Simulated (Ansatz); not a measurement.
Write the native input for Ansatz 0.2.0 that does the following.

* Task: single point
* Functional: PBE
* Potentials or basis: Ansatz PAW
* Cutoff: 420 eV (not typed: the program's choice for these potentials)
* k mesh: 8 × 8 × 4
* Occupations: fermi-dirac, width 0.05 eV
* Spin: no spin polarisation

The system is CdInS2.

```
CELL_PARAMETERS angstrom
3.86950 0.00000 0.00000
-1.93475 3.35108 0.00000
0.00000 0.00000 6.81053
ATOMIC_POSITIONS crystal
In 0.01059 0.00966 0.50159
Cd 0.99674 0.99909 0.99975
S 0.34630 0.68910 0.24520
S 0.67557 0.33314 0.75305
```

The cell comes from a database or a generator and needn't be the stable form of this composition.

The cell isn't the ideal one: atoms moved at random, drawn with an rms of 0.05 Å.

These files were run (other wordings do the same):

input.yaml

```yaml
crystal:
  lattice:
    - [3.8694961422, 0.0, 0.0]
    - [-1.9347480711, 3.351081959, 0.0]
    - [0.0, 0.0, 6.810529]
  atoms:
    - { symbol: In, position: [0.010585, 0.009661, 0.501586] }
    - { symbol: Cd, position: [-0.003257, -0.000906, -0.000251] }
    - { symbol: S, position: [0.346299, 0.689095, 0.245201] }
    - { symbol: S, position: [0.675566, 0.333135, 0.753047] }
hamiltonian:
  xc: pbe
  pseudopotentials: { kind: paw }
kpoints:
  mp_grid: { grid: [8, 8, 4] }
scf:
  occupations: { method: fermi_dirac, width: 0.05 }
output:
  forces: true
  stress: true
  eigenvalues: true
  write_density: true
  write_potential: true
  elf: true
  volumetric_format: npy
```

Potentials or basis: Ansatz PAW.

Run with:

```sh
$ ansatz run input.yaml --threads 2 --pin off --max-ram 5120MiB --backend cpu --events-out ev --progress --plain --runs-dir out
```

It gave:

```
Pressure               : 0.0 GPa
Largest force          : 0.120 eV/Å
Band gap on the k mesh : none (metal or under the smearing width)
```

It took 12 s on 2 threads of Intel(R) Xeon(R) 6975P-C (Granite Rapids) (shared host), peak memory 0.57 GiB.
